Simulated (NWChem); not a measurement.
# CH3BBrF (SMILES CB(F)Br) at 3 levels

Aim: a comparison of 3 runs (HF/STO-3G, HF/3-21G, B3LYP/6-31G*) of CH3BBrF. 

The results are computed with NWChem 7.3.0.

## Step 1: The molecule

CH3BBrF: 7 atoms, total charge 0, spin state singlet. As SMILES, `CB(F)Br`. The shape is that of a PBE0-D4/def2-TZVP optimisation.

Bond lengths: C1–B2 1.552 Å, B2–F3 1.318 Å, B2–Br4 1.925 Å, C1–H5 1.088 Å, C1–H6 1.096 Å, C1–H7 1.095 Å. Angles: C1–B2–F3 120.7°, C1–B2–Br4 123.2°, F3–B2–Br4 116.1°, B2–C1–H5 113.9°, B2–C1–H6 109.2°, B2–C1–H7 109.4°, H5–C1–H6 108.9°, H5–C1–H7 109.1°, H6–C1–H7 106.0°.

## Step 2: Energy and forces at HF/STO-3G (run 1)

Contents of run.py:

```python
from ase import Atoms
from ase.calculators.nwchem import NWChem

mol = Atoms(['C', 'B', 'F', 'Br', 'H', 'H', 'H'], positions=[
    [-0.030200, 0.733400, -0.071900],
    [0.132700, -0.795400, 0.136500],
    [1.023100, -1.268700, 0.985300],
    [-0.923700, -2.104500, -0.798900],
    [-0.783100, 0.999600, -0.810600],
    [-0.288900, 1.202500, 0.883700],
    [0.931400, 1.165100, -0.369800],
])

calc = NWChem(
    label='mol',
    theory='scf',
    memory='2200 mb',
    basis='STO-3G',
    basispar='spherical bse',
    scf={'nopen': '0', 'rhf': None, 'thresh': '1e-08', 'maxiter': '80'},
)
mol.calc = calc

forces = mol.get_forces()
print("Total energy (eV):", round(mol.get_potential_energy(), 6))
print("forces (eV/A):")
for s, f in zip(mol.symbols, forces):
    print(f"{s:2s} {f[0]:10.5f} {f[1]:10.5f} {f[2]:10.5f}")
print("dipole (e A):", mol.get_dipole_moment().round(4))
```

Run with:

```bash
$ export ASE_NWCHEM_COMMAND="nwchem PREFIX.nwi > PREFIX.nwo"
$ python run.py
```

Log:

```text
Total energy (eV): -73643.381875
forces (eV/A):
C     0.14995    1.24657    0.12089
B     0.61197   -1.96725    0.63604
F    -0.77786    0.56405   -0.74706
Br    0.22574    0.42377    0.19582
H     0.20836   -0.04391    0.19602
H    -0.00962   -0.11652   -0.40305
H    -0.40855   -0.10670    0.00123
dipole (e A): [0.1273 0.3149 0.108 ]
```

The calculator wrote mol.nwi:

```
title "mol"

permanent_dir mol

scratch_dir mol

start mol

geometry units angstrom nocenter noautosym noautoz
  C  -3.0200000000000001e-02 7.3340000000000005e-01 -7.1900000000000006e-02
  B  1.3270000000000001e-01 -7.9540000000000000e-01 1.3650000000000001e-01
  F  1.0230999999999999e+00 -1.2686999999999999e+00 9.8529999999999995e-01
  Br -9.2369999999999997e-01 -2.1044999999999998e+00 -7.9890000000000005e-01
  H  -7.8310000000000002e-01 9.9960000000000004e-01 -8.1059999999999999e-01
  H  -2.8889999999999999e-01 1.2024999999999999e+00 8.8370000000000004e-01
  H  9.3140000000000001e-01 1.1651000000000000e+00 -3.6980000000000002e-01
end

memory 2200 mb

basis spherical bse noprint
   * library STO-3G
end

scf
  nopen 0
  rhf
  thresh 1e-08
  maxiter 80
end

task scf gradient
```

mol.nwo:

```text
Northwest Computational Chemistry Package (NWChem) 7.3.0
             --------------------------------------------------------

           Job information
           ---------------

    nwchem branch   = 7.3.0
    use scalapack   = T
    input           = mol.nwi
    prefix          = mol.
    data base       = mol/mol.db
    status          = startup
    nproc           =        1

           Memory information
           ------------------

[... 5 lines left out ...]
    hardfail = no
[... 139 lines left out ...]
         Quadratically convergent ROHF
[... 14 lines left out ...]
       Final RHF  results
[... 4 lines left out ...]
      Two-electron energy =   1296.567304835908
[... 45 lines left out ...]
                       ROHF Final Molecular Orbital Analysis
[... 204 lines left out ...]
                 ----------------------------------------
                 |  Time  |  1-e(secs)   |  2-e(secs)   |
                 ----------------------------------------
                 |  CPU   |       0.00   |       1.12   |
                 ----------------------------------------
                 |  WALL  |       0.00   |       1.12   |
                 ----------------------------------------

 Task  times  cpu:        3.6s     wall:        3.6s
 Total times  cpu:        3.6s     wall:        3.6s
```

Wall time 4.8 s (1 thread of Intel Xeon Platinum 8488C (Sapphire Rapids), shared host); peak memory 0.097 GiB.

## Step 3: Energy and forces at HF/3-21G (run 2)

Contents of job.nw:

```
START job
TITLE "CH3BBrF gradient"
memory stack 880 mb heap 220 mb global 1100 mb

GEOMETRY noautosym nocenter noautoz
 C    -0.030200    0.733400   -0.071900
 B     0.132700   -0.795400    0.136500
 F     1.023100   -1.268700    0.985300
 Br   -0.923700   -2.104500   -0.798900
 H    -0.783100    0.999600   -0.810600
 H    -0.288900    1.202500    0.883700
 H     0.931400    1.165100   -0.369800
END

BASIS "ao basis" spherical bse
 * library 3-21G
END

SCF
 nopen 0
 rhf
 thresh 1e-08
 maxiter 80
END

TASK scf gradient
```

Run with:

```bash
$ nwchem job.nw > job.out
```

Log:

```text
[...]
  functions       =    55
[...]
  wavefunction    = RHF
[...]
         Total SCF energy =  -2723.007528165805
      One-electron energy =  -4229.111909363411
      Two-electron energy =   1287.968558342444
 Nuclear repulsion energy =    218.135822855162
        Time for solution =      2.2s
[...]
                         RHF ENERGY GRADIENTS
    atom               coordinates                        gradient
                 x          y          z           x          y          z
   1 C      -0.057070   1.385925  -0.135871    0.000095  -0.005341   0.000209
   2 B       0.250767  -1.503088   0.257948    0.011784  -0.015793   0.011803
   3 F       1.933379  -2.397495   1.861947   -0.020786   0.009925  -0.019813
   4 Br     -1.745540  -3.976928  -1.509702    0.008787   0.009875   0.007782
   5 H      -1.479844   1.888970  -1.531812   -0.003777   0.000167  -0.003613
   6 H      -0.545942   2.272396   1.669951   -0.000282   0.000593   0.004051
   7 H       1.760091   2.201720  -0.698821    0.004179   0.000574  -0.000419
[...]
```

Run time: 4.2 s. Hardware: 1 thread of Intel Xeon Platinum 8488C (Sapphire Rapids), shared host; peak memory 0.097 GiB.

## Step 4: Energy and forces at B3LYP/6-31G(d) (Cartesian functions) (run 3)

Contents of ch3bbrf.xyz:

```xyz
7
CH3BBrF
C     -0.030200     0.733400    -0.071900
B      0.132700    -0.795400     0.136500
F      1.023100    -1.268700     0.985300
Br    -0.923700    -2.104500    -0.798900
H     -0.783100     0.999600    -0.810600
H     -0.288900     1.202500     0.883700
H      0.931400     1.165100    -0.369800
```

Contents of run.py:

```python
from ase.io import read
from ase.calculators.nwchem import NWChem

atoms = read('ch3bbrf.xyz')

calc = NWChem(
    label='ch3bbrf',
    theory='dft',
    memory='2200 mb',
    basis='6-31G*',
    dft={'xc': 'b3lyp', 'mult': '1', 'grid': 'xfine', 'convergence': 'energy 1e-08', 'iterations': '100', 'mulliken': None},
)
atoms.calc = calc

forces = atoms.get_forces()
print(f"energy = {atoms.get_potential_energy():.6f} eV")
print("forces (eV/A):")
for s, f in zip(atoms.symbols, forces):
    print(f"{s:2s} {f[0]:10.5f} {f[1]:10.5f} {f[2]:10.5f}")
print("dipole (e A):", atoms.get_dipole_moment().round(4))
```

Run with:

```bash
$ export ASE_NWCHEM_COMMAND="nwchem PREFIX.nwi > PREFIX.nwo"
$ python run.py
```

Log:

```text
energy = -74520.949586 eV
forces (eV/A):
C    -0.00478    0.07868   -0.00735
B     0.09205    0.09246    0.07508
F     0.18281   -0.09405    0.17602
Br   -0.23778   -0.28915   -0.20908
H    -0.07621    0.07204   -0.07682
H    -0.03836    0.07333    0.08387
H     0.08222    0.06664   -0.04175
dipole (e A): [0.0454 0.364  0.0301]
```

The calculator wrote ch3bbrf.nwi:

```
title "ch3bbrf"

permanent_dir ch3bbrf

scratch_dir ch3bbrf

start ch3bbrf

geometry units angstrom nocenter noautosym noautoz
  C  -3.0200000000000001e-02 7.3340000000000005e-01 -7.1900000000000006e-02
  B  1.3270000000000001e-01 -7.9540000000000000e-01 1.3650000000000001e-01
  F  1.0230999999999999e+00 -1.2686999999999999e+00 9.8529999999999995e-01
  Br -9.2369999999999997e-01 -2.1044999999999998e+00 -7.9890000000000005e-01
  H  -7.8310000000000002e-01 9.9960000000000004e-01 -8.1059999999999999e-01
  H  -2.8889999999999999e-01 1.2024999999999999e+00 8.8370000000000004e-01
  H  9.3140000000000001e-01 1.1651000000000000e+00 -3.6980000000000002e-01
end

memory 2200 mb

basis noprint
   * library 6-31G*
end

dft
  xc b3lyp
  mult 1
  grid xfine
  convergence energy 1e-08
  iterations 100
  mulliken
end

task dft gradient
```

ch3bbrf.nwo:

```text
Northwest Computational Chemistry Package (NWChem) 7.3.0
             --------------------------------------------------------

           Job information
           ---------------

    nwchem branch   = 7.3.0
    use scalapack   = T
    input           = ch3bbrf.nwi
    prefix          = ch3bbrf.
    data base       = ch3bbrf/ch3bbrf.db
    status          = startup
    nproc           =        1

           Memory information
           ------------------

[... 5 lines left out ...]
    hardfail = no
[... 110 lines left out ...]
  convergence criterion.
[... 44 lines left out ...]
          Spatial weights used:  Erf1
[... 32 lines left out ...]
 1-e energy   =   -4239.122322
[... 50 lines left out ...]
           Coulomb energy =     1397.410814117717
[... 677 lines left out ...]
          Convergence on density requested:  1.00D-05
[... 30 lines left out ...]
          total energy or number of iterations.
[... 38 lines left out ...]
                 ----------------------------------------
                 |  Time  |  1-e(secs)   |  2-e(secs)   |
                 ----------------------------------------
                 |  CPU   |       0.01   |       8.23   |
                 ----------------------------------------
                 |  WALL  |       0.01   |       8.23   |
                 ----------------------------------------

 Task  times  cpu:       37.2s     wall:       37.2s
 Total times  cpu:       37.2s     wall:       37.2s
```

Wall time 38 s (1 thread of Intel Xeon Platinum 8488C (Sapphire Rapids), shared host); peak memory 0.14 GiB.

## Step 5: The series

```csv
run,level,Cartesian functions,iteration cap,energy (Eh),dipole moment (D),HOMO energy (eV),LUMO energy (eV),wall time
1,HF/STO-3G,no,80,-2706.344389,1.71,-8.58,7.15,4.8 s
2,HF/3-21G,no,80,-2723.007528,2.13,-11.23,3.39,4.2 s
3,B3LYP/6-31G* (Cartesian functions),yes,100,-2738.594407,1.77,-8.02,-0.60,38 s
```

## Step 6: What came out

| quantity | value |
| --- | --- |
| run 3: total energy | -2738.59441 Eh |
| run 3: dipole moment | 1.77 D |
| run 3: HOMO energy | -8.02 eV |
| run 3: LUMO energy | -0.60 eV |
| run 3: HOMO–LUMO gap | 7.42 eV |
| run 3: largest force on an atom | 0.429 eV/Å |

What this shows: The dipole moment (its size) runs from 1.71 D (HF/STO-3G) to 2.13 D (HF/3-21G). The HOMO–LUMO gap runs from 7.42 eV (B3LYP/6-31G*) to 15.73 eV (HF/STO-3G). The two ends differ in method and basis. In run 1 the basis is minimal, so the values are rough. All runs together took 47 s, the longest 38 s.
